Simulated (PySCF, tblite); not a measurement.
**C5H7FN2Si: geometry, infrared bands and NMR shifts**

Aim: predict the infrared bands and NMR shifts of C5H7FN2Si (`Cc1cc(F)c([SiH3])nn1`).

Programs: tblite 0.8.0 and PySCF 2.14.0, with density-fitted response routines of our own. Each step states its level of theory. These are calculated values for one molecule in the gas phase, unless marked as measured. Atoms are numbered from 0 throughout.

### Step 1. The starting structure

16 atoms, charge 0, multiplicity 1; geometry from: force field or distance geometry start.

Bonds of the start (Å): C0–C1 1.48, C1–C2 1.38, C2–C3 1.38, C3–F4 1.34, C3–C5 1.39, C5–Si6 1.84, C5–N7 1.34, N7–N8 1.37, N8–C1 1.36, C0–H9 1.11, C0–H10 1.10, C0–H11 1.10, C2–H12 1.10, Si6–H13 1.49, Si6–H14 1.48, Si6–H15 1.48.

### Step 2. Relaxing the molecule with GFN2-xTB

Job settings and geometry (Å):

```
{"job": {"kind": "relax", "xc": "GFN2-xTB", "basis": "xTB"}, "charge": 0, "multiplicity": 1}
C     -2.875900    -0.792500    -0.149900
C     -1.428600    -0.471100    -0.099100
C     -0.970100     0.810200     0.139200
C      0.387400     1.042900     0.170700
F      0.830600     2.280600     0.404500
C      1.262700    -0.018000    -0.002800
Si     3.093700     0.174500     0.035400
N      0.804100    -1.261500    -0.214200
N     -0.549500    -1.497000    -0.261600
H     -3.370600    -0.532800     0.803600
H     -3.050500    -1.858000    -0.336200
H     -3.363800    -0.230000    -0.956600
H     -1.673700     1.638900     0.286300
H      3.546000     0.709100     1.349700
H      3.802900    -1.107500    -0.179600
H      3.547600     1.121200    -1.000800
```

Launch:

```console
$ OMP_NUM_THREADS=1 python probes_run.py task.json out
```

The driver reads the jobs from task.json and runs them one after another.

**Question.** This job is followed by: GFN2-xTB harmonic vibrations, gas phase; GIAO PBE0/pcSseg-1 NMR shielding, non-relativistic, gas phase. Predict these results of the whole session: strongest single infrared mode (GFN2-xTB); zero-point energy (GFN2-xTB); ¹³C shifts against TMS (PBE0/pcSseg-1); ¹H shifts against TMS (PBE0/pcSseg-1, means over atoms taken as alike); ¹⁹F shifts against CFCl3 (PBE0/pcSseg-1); ²⁹Si shifts against TMS (PBE0/pcSseg-1); ¹⁵N shifts against NH3 (PBE0/pcSseg-1); surface potential, 1st and 99th percentile.

As calculated:

```
                                                              quantity                                 value
                             strongest single infrared mode (GFN2-xTB)                 2259 cm⁻¹, 374 km/mol
                                          zero-point energy (GFN2-xTB)                         66.7 kcal/mol
                                ¹³C shifts against TMS (PBE0/pcSseg-1)  177.3, 164.6, 155.7, 113.9, 25.0 ppm
¹H shifts against TMS (PBE0/pcSseg-1, means over atoms taken as alike)                  7.00, 4.80, 2.99 ppm
                              ¹⁹F shifts against CFCl3 (PBE0/pcSseg-1)                            -116.6 ppm
                               ²⁹Si shifts against TMS (PBE0/pcSseg-1)                             -76.0 ppm
                                ¹⁵N shifts against NH3 (PBE0/pcSseg-1)                      500.0, 449.3 ppm
                                 surface potential, 1st and 99th percentile                    -1.87 V and 1.41 V
```

**Reading.** Over 33 steps the energy fell by 0.306 eV; of the close pairs, N7–N8 changed most, 1.375 to 1.298 Å. All 42 modes are real, so the xTB geometry is a minimum. GFN2-xTB is a fitted tight-binding method: band positions and strengths are rough. Its intensities can rank the bands wrongly. At PBE0/pcSseg-1: The widest tensor belongs to N7: span 921 ppm, with a paramagnetic part of -558 ppm. NICS(1)zz of -27 ppm above the planar ring from C1 marks a diatropic (aromatic) ring current. By nearest atom (PBE0/pcSseg-1), the HOMO sits on N7, N8 about 39 % each; C1, C5 about 7 % each and the LUMO on N7 28 %; C2 21 %.
